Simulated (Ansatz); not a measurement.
# C2H6InO2 radical: one species, many methods

Aim: compute C2H6InO2 radical with functionals from several rungs and with coupled cluster, and see how far each lands from CCSD(T) at the basis-set limit for the atomisation energy.

Program: Ansatz 0.2.0, Gaussian basis. Level of theory: functionals in def2-TZVPP, the program's frozen cores in correlated methods. These are calculated values, not measurements.

The runs, in order: LDA (SPW92), PBE-D4, revPBE-D4, BLYP-D4, r2SCAN-D4, B97M-V, PBE0-D4, B3LYP-D4, r2SCANh-D4, r2SCAN0-D4, HSE06-D4, BHLYP-D4, CAM-B3LYP-D4, LC-ωPBE, ωB97X-V, ωB97M-V, B2PLYP, PBE-QIDH; CCSD(T)/def2-SVP; CCSD(T)/def2-TZVPP; MP2/def2-QZVPP; extrapolation to the limit; RPA on PBE.

## (1) The geometry

The geometry comes from an earlier relaxation with PBE0-D4 in a triple-zeta def2 set; it is a stationary point, not always the lowest conformer. In takes the def2 core potential; no spin-orbit term is included.

SMILES `C[O][In][O]C`, 11 atoms, charge 0, spin multiplicity 2.

Atoms are counted from 1 here; the program's logs count them from 0.

Bond lengths: C1–O2 1.407 Å, C1–H6 1.098 Å, C1–H7 1.098 Å, C1–H8 1.097 Å, O2–In3 2.008 Å, In3–O4 2.020 Å, O4–C5 1.397 Å, C5–H9 1.097 Å, C5–H10 1.098 Å, C5–H11 1.098 Å. Angles: O2–C1–H6 111.6°, O2–C1–H7 113.7°, O2–C1–H8 108.4°, H6–C1–H7 107.6°, H6–C1–H8 107.7°, H7–C1–H8 107.5°, C1–O2–In3 119.8°, O2–In3–O4 111.1°, In3–O4–C5 127.3°, O4–C5–H9 108.1°, O4–C5–H10 112.9°, O4–C5–H11 113.0°, H9–C5–H10 107.3°, H9–C5–H11 107.3°, H10–C5–H11 108.0°.

## (2) LDA

This LDA is Slater exchange with PW92 correlation.

Contents of in.yaml:

```yaml
crystal:
  periodic: [false, false, false]
  atoms:
    - {symbol: C, position_ang: [-0.908369, -0.832024, 2.096924]}
    - {symbol: O, position_ang: [0.291722, -1.480684, 1.752345]}
    - {symbol: In, position_ang: [1.318998, -0.886544, 0.132609]}
    - {symbol: O, position_ang: [0.260893, 0.451668, -0.948977]}
    - {symbol: C, position_ang: [0.633662, 1.047080, -2.156410]}
    - {symbol: H, position_ang: [-0.730693, 0.014164, 2.773691]}
    - {symbol: H, position_ang: [-1.469956, -0.454635, 1.232562]}
    - {symbol: H, position_ang: [-1.551308, -1.549409, 2.621451]}
    - {symbol: H, position_ang: [-0.168009, 1.731392, -2.460151]}
    - {symbol: H, position_ang: [0.767949, 0.320113, -2.968311]}
    - {symbol: H, position_ang: [1.555101, 1.638868, -2.075733]}
basis:
  gaussian: {orbitals: def2-TZVPP}
magnetization: {spin_polarized: true, initial_magnetization: 1}
hamiltonian: {xc: lda}
output: {orbitals: {seedname: orbitals}}
```

The runs that follow: PBE-D4 (GGA); revPBE-D4 (GGA); BLYP-D4 (GGA); r2SCAN-D4 (meta-GGA); B97M-V (meta-GGA); PBE0-D4 (hybrid); B3LYP-D4 (hybrid); r2SCANh-D4 (hybrid); r2SCAN0-D4 (hybrid); HSE06-D4 (hybrid); BHLYP-D4 (hybrid); CAM-B3LYP-D4 (range-separated); LC-ωPBE (range-separated); ωB97X-V (range-separated); ωB97M-V (range-separated); B2PLYP (double hybrid); PBE-QIDH (double hybrid); CCSD(T) in def2-SVP; CCSD(T) in def2-TZVPP; MP2 in def2-QZVPP; RPA on PBE orbitals.

**Question.** What will the summary of the whole plan be? Wanted: atomisation energy, CCSD(T)/CBS; farthest beyond LDA; mean size of error, GGA; mean size of error, meta-GGA; mean size of error, hybrid; mean size of error, range-separated; mean size of error, double hybrid; gap, smallest and largest; T1 diagnostic.

The runs gave:

| quantity | value |
| --- | --- |
| atomisation energy, CCSD(T)/CBS | 3841.6 kJ/mol |
| functionals within 38.4 kJ/mol (1.0 %) | revPBE-D4, BLYP-D4, r2SCAN-D4, B97M-V, PBE0-D4, B3LYP-D4, r2SCANh-D4, HSE06-D4, CAM-B3LYP-D4, LC-ωPBE, ωB97X-V, ωB97M-V |
| farthest beyond LDA | BHLYP-D4 (-166.5 kJ/mol) |
| mean size of error, GGA | 40.8 kJ/mol |
| mean size of error, meta-GGA | 9.6 kJ/mol |
| mean size of error, hybrid | 52.0 kJ/mol |
| mean size of error, range-separated | 9.1 kJ/mol |
| mean size of error, double hybrid | 53.5 kJ/mol |
| gap, smallest and largest | 0.63 eV (LDA (SPW92)), 7.52 eV (LC-ωPBE) |
| T1 diagnostic | 0.0215 |
| triples share of the correlation energy | 3.6 % |

In words: LDA overbinds by 618.6 kJ/mol (16 %). PBE-D4 misses by +94.8 kJ/mol. Double hybrids carry the basis error of their MP2 part in triple zeta, and no dispersion term here, so their miss is partly the set-up's. The rungs range-separated, meta-GGA miss on average by less than the doubt on the reference (38.4 kJ/mol), so they tie. The reference freezes the cores and leaves out spin-orbit coupling and excitations past (T), and its outer-core shells are covered unevenly, so misses under about 38.4 kJ/mol can't be ranked. All levels share the lack of spin-orbit coupling, which lowers the free heavy atoms and so the true binding. Hartree-Fock recovers 69 % of the binding; the rest is correlation. CCSD(T) in def2-SVP is off by -226.6 kJ/mol, more than most functionals: a good method in a small basis is no reference. Orbital gaps span 0.6 to 7.5 eV; exact exchange widens them. Correlated methods include outer-core shells of In, which these sets cover unevenly.
